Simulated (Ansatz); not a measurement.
# singlet C2H3Cl2Si+: levels of theory compared

Wanted: a comparison of 6 runs (HF/3-21G, PBE0/def2-SVP, SVWN5/def2-SVP, revPBE/def2-SVP, wB97M-V/def2-SVP, MP2/def2-SVP) of singlet C2H3Cl2Si+. 

Program for the calculation: Ansatz 0.2.0.

61 further runs of the same task are left out: 61 set aside as unsound or not needed.

### 1 The structure to begin with

C2H3Cl2Si+ has 8 atoms, charge +1, and is taken as a singlet. SMILES of the parent species: `[H]/[C]=C/[SiH](Cl)Cl`. Geometry: relaxed at PBE0-D4/def2-TZVP. This is one conformer, not always the lowest. That shape belongs to the parent species and isn't relaxed for this state.

Bond lengths: C1–C2 1.302 Å, C2–Si3 1.849 Å, Si3–Cl4 2.046 Å, Si3–Cl5 2.046 Å, C1–H6 1.081 Å, C2–H7 1.096 Å, Si3–H8 1.473 Å. Angles: C1–C2–Si3 119.3°, C2–Si3–Cl4 109.6°, C2–Si3–Cl5 109.6°, Cl4–Si3–Cl5 108.1°, C1–C2–H7 121.6°, Si3–C2–H7 119.1°, C2–C1–H6 140.4°, C2–Si3–H8 111.7°, Cl4–Si3–H8 108.9°, Cl5–Si3–H8 108.9°.

### 2 A single-point energy at HF/3-21G (run 1)

in.yaml

```yaml
crystal:
  periodic: [false, false, false]
  atoms:
    - {symbol: C, position_ang: [-0.467200, 1.549800, 0.659300]}
    - {symbol: C, position_ang: [-0.193600, 0.279100, 0.737900]}
    - {symbol: Si, position_ang: [0.301600, -0.635800, -0.791100]}
    - {symbol: Cl, position_ang: [-1.013100, -2.166600, -1.130900]}
    - {symbol: Cl, position_ang: [2.164100, -1.443500, -0.534600]}
    - {symbol: H, position_ang: [-0.772500, 2.376400, 1.285600]}
    - {symbol: H, position_ang: [-0.249600, -0.262100, 1.689000]}
    - {symbol: H, position_ang: [0.322500, 0.245600, -1.971100]}
basis:
  gaussian: {orbitals: 3-21G.json}
total_charge: 1
hamiltonian: {xc: hf}
accuracy: high
output: {orbitals: {seedname: orbitals}}
```

The basis set 3-21G is read from a file made from the Basis Set Exchange's data (not shown).

The run is started by

```
$ ansatz run in.yaml --threads 1 --pin off --max-ram 3480MiB --events-out events.jsonl --progress --plain --runs-dir runs
```

Log:

```text
Warning: RAYON_NUM_THREADS=1 ignored (pool sized by the plan → 1); use --threads N
Functional definition: HF
  name "HF"
  exchange = exact_x
  correlation = 0
1458 factors; integrals over basis functions are off by at most 1.0e-8 eV
mean field evaluation 1: about -34791.3614 eV, gradient 3.1e1 eV
mean field evaluation 2: about -34791.6559 eV, gradient 3.1e1 eV
mean field evaluation 4: about -34794.8970 eV, gradient 4.1e0 eV
mean field evaluation 8: about -34795.0321 eV, gradient 3.4e-1 eV
mean field evaluation 16: about -34795.0335 eV, gradient 1.2e-8 eV
mean field -34795.03351817 eV, -1278.6938968718 hartree, gradient 2.4e-8 eV, S^2 0.000000; 0 other end points of the search recorded, 0 dependent functions left out
reference -34795.03351817 eV, -1278.6938968718 hartree; 31, 31 occupied and 32, 32 virtual orbitals, 1458 factors
Total energy: -34795.03351817 eV, -1278.6938968718 hartree
```

Run time: 1.2 s. Hardware: 1 thread of Arm Neoverse V1, shared host; peak memory 0.16 GiB.

### 3 A single-point energy at PBE0/def2-SVP (run 2)

molecule.yaml

```yaml
basis:
  gaussian: {orbitals: def2-SVP}
crystal:
  periodic: [false, false, false]
  atoms:
    - symbol: C
      position_ang: [-0.467200, 1.549800, 0.659300]
    - symbol: C
      position_ang: [-0.193600, 0.279100, 0.737900]
    - symbol: Si
      position_ang: [0.301600, -0.635800, -0.791100]
    - symbol: Cl
      position_ang: [-1.013100, -2.166600, -1.130900]
    - symbol: Cl
      position_ang: [2.164100, -1.443500, -0.534600]
    - symbol: H
      position_ang: [-0.772500, 2.376400, 1.285600]
    - symbol: H
      position_ang: [-0.249600, -0.262100, 1.689000]
    - symbol: H
      position_ang: [0.322500, 0.245600, -1.971100]
total_charge: 1
output: {orbitals: {seedname: orbitals}}
accuracy: high
hamiltonian: {xc: pbe0}
```

The run is started by

```
$ ansatz run molecule.yaml --threads 1 --pin off --max-ram 3480MiB --events-out events.jsonl --progress --plain --runs-dir runs
```

Log:

```text
Warning: RAYON_NUM_THREADS=1 ignored (pool sized by the plan → 1); use --threads N
Functional definition: PBE0
  name "PBE0"
  parameter a = 0.25
  parameter kappa = 0.804
  parameter beta = 0.06672455060314922
  exchange = (1 - a)*pbe_x(kappa = kappa, mu = beta*pi^2/3) + a*exact_x
  correlation = pbe_c(beta = beta)
2057 factors; integrals over basis functions are off by at most 5.3e-9 eV
mean field evaluation 1: about -35005.4541 eV, gradient 4.4e1 eV
mean field evaluation 2: about -34992.0892 eV, gradient 8.0e1 eV
mean field evaluation 4: about -35010.1863 eV, gradient 2.7e0 eV
mean field evaluation 8: about -35010.4218 eV, gradient 2.2e-1 eV
mean field evaluation 16: about -35010.4220 eV, gradient 1.2e-4 eV
mean field -35010.42197361 eV, -1286.6092766139 hartree, gradient 4.3e-8 eV, S^2 0.000000; 0 other end points of the search recorded, 0 dependent functions left out
reference -35010.42197583 eV, -1286.6092766954 hartree; 31, 31 occupied and 66, 66 virtual orbitals, 2057 factors
Total energy: -35010.42197583 eV, -1286.6092766954 hartree
```

Wall time 11 s (1 thread of Arm Neoverse V1, shared host); peak memory 0.36 GiB.

Runs 3 to 5 aren't shown in full; the table further down has their settings and results.

### 4 A single-point energy at MP2/def2-SVP (run 6)

run.yaml

```yaml
crystal:
  periodic: [false, false, false]
  atoms:
    - {symbol: C, position_ang: [-0.467200, 1.549800, 0.659300]}
    - {symbol: C, position_ang: [-0.193600, 0.279100, 0.737900]}
    - {symbol: Si, position_ang: [0.301600, -0.635800, -0.791100]}
    - {symbol: Cl, position_ang: [-1.013100, -2.166600, -1.130900]}
    - {symbol: Cl, position_ang: [2.164100, -1.443500, -0.534600]}
    - {symbol: H, position_ang: [-0.772500, 2.376400, 1.285600]}
    - {symbol: H, position_ang: [-0.249600, -0.262100, 1.689000]}
    - {symbol: H, position_ang: [0.322500, 0.245600, -1.971100]}
basis:
  gaussian:
    orbitals: def2-SVP
total_charge: 1
magnetization:
  spin_polarized: false
  initial_magnetization: 0
correlation:
  method: mp2
  frozen_orbitals: {C: 1, Cl: 5, H: 0, Si: 5}
accuracy: high
```

The run is started by

```
$ ansatz run run.yaml --threads 1 --pin off --max-ram 3480MiB --events-out events.jsonl --progress --plain --runs-dir runs
```

Log:

```text
Warning: RAYON_NUM_THREADS=1 ignored (pool sized by the plan → 1); use --threads N
[... 4 set-up lines as earlier in the session ...]
2057 factors; integrals over basis functions are off by at most 5.3e-9 eV
mean field evaluation 1: about -34954.2468 eV, gradient 3.0e1 eV
mean field evaluation 2: about -34954.2608 eV, gradient 3.0e1 eV
mean field evaluation 4: about -34957.2537 eV, gradient 4.6e0 eV
mean field evaluation 8: about -34957.4101 eV, gradient 9.1e-2 eV
mean field -34957.41028672 eV, -1284.6611330534 hartree, gradient 1.8e-8 eV, S^2 0.000000; 0 other end points of the search recorded, 0 dependent functions left out; unrestricted orbitals would lower it
mean field evaluation 16: about -34957.3336 eV, gradient 3.1e0 eV
17 core orbitals not correlated: weight in the atoms' cores, before any rotation towards them, 1.000 or more for the frozen orbitals, at most 0.000 for the correlated occupied ones
reference -34957.41028672 eV, -1284.6611330534 hartree; 14, 14 occupied and 66, 66 virtual orbitals, 2057 factors
second order -16.06409738 eV of doubles, -0.00000000 eV of singles
Total energy: -34973.47438410 eV, -1285.2514777435 hartree
```

Wall time 4.8 s (1 thread of Arm Neoverse V1, shared host); peak memory 0.3 GiB.

### 5 Overview of the runs

```tsv
run	level	frozen core orbitals	energy (Eh)	HOMO energy (eV)	LUMO energy (eV)	HOMO–LUMO gap (eV)	wall time
1	HF/3-21G	–	-1278.693897	-16.96	-7.66	9.30	1.2 s
2	PBE0/def2-SVP	–	-1286.609277	-13.64	-11.35	2.29	11 s
3	SVWN5/def2-SVP	–	-1282.287140	-12.53	-12.01	0.52	6.3 s
4	revPBE/def2-SVP	–	-1286.888230	-12.40	-11.89	0.51	10 s
5	wB97M-V/def2-SVP	–	-1287.036865	-15.71	-9.16	6.55	1.8 min
6	MP2/def2-SVP	17	-1285.251478	–	–	–	4.8 s
```

### 6 Results

| quantity | value |
| --- | --- |
| run 6: total energy | -1285.25148 Eh |
| run 6: correlation energy (17 core orbitals frozen) | -590.3 mEh |

What this shows: Over runs 1, 2, 3, 4, 5 the HOMO–LUMO gap runs from 0.51 eV (revPBE/def2-SVP) to 9.30 eV (HF/3-21G). The two ends differ in method and basis. Totals of different functionals can't be ranked against each other. In run 6 the log says that unrestricted orbitals would lower the reference, so the values rest on an unstable closed-shell determinant (other closed-shell runs at this shape may share the fault). All runs together took 2.3 min, the longest 1.8 min.
